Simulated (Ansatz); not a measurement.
NaLaMnMoO6, 10 atoms in the cell. It takes space group F-43m (No. 216, cubic). The conventional cell has a = 7.725 Å, b = 7.725 Å, c = 7.725 Å, α = 90.00°, β = 90.00°, γ = 90.00°. Na (site symmetry -43m) has 12 O at 2.73 Å as nearest neighbours. La (site symmetry -43m) is surrounded by 12 O at 2.73 Å. Around Mn (site symmetry -43m) lie 6 O at 1.91 Å. Mo (site symmetry -43m) has 6 O at 1.96 Å as nearest neighbours. O (site symmetry 2mm) has 1 Mn at 1.91 Å and 1 Mo at 1.96 Å as nearest neighbours. The cell was built by a generator and needn't be a form met in nature.

| Property | Result |
| --- | --- |
| Program | Ansatz 0.2.0 |
| Task | single point |
| Functional | r2SCANh |
| Potentials or basis | Ansatz PAW |
| Cutoff | 500 eV (not typed: the program's choice for these potentials) |
| k mesh | 3 × 3 × 3 |
| Occupations | fermi-dirac, width 0.05 eV |
| Spin | collinear spin, ferromagnetic start |
| Starting moments | [0.0, 0.0, 4.0, 1.0, 0.0, 0.0, 0.0, 0.0, 0.0, 0.0] μB |

Potentials or basis: Ansatz PAW.

The run is started by

```sh
$ ansatz run input.yaml --threads 8 --pin off --max-ram 20480MiB --backend cpu --events-out ev --progress --plain --runs-dir out
```

Hardware: 8 threads of Arm Neoverse V1, with other jobs on the host.

Estimate the wall time of this run.

It took 32 s on 8 threads of Arm Neoverse V1 (shared host), peak memory 1.9 GiB. Counts: scf iterations 38, plane waves 2891, k points 4, bands 55.
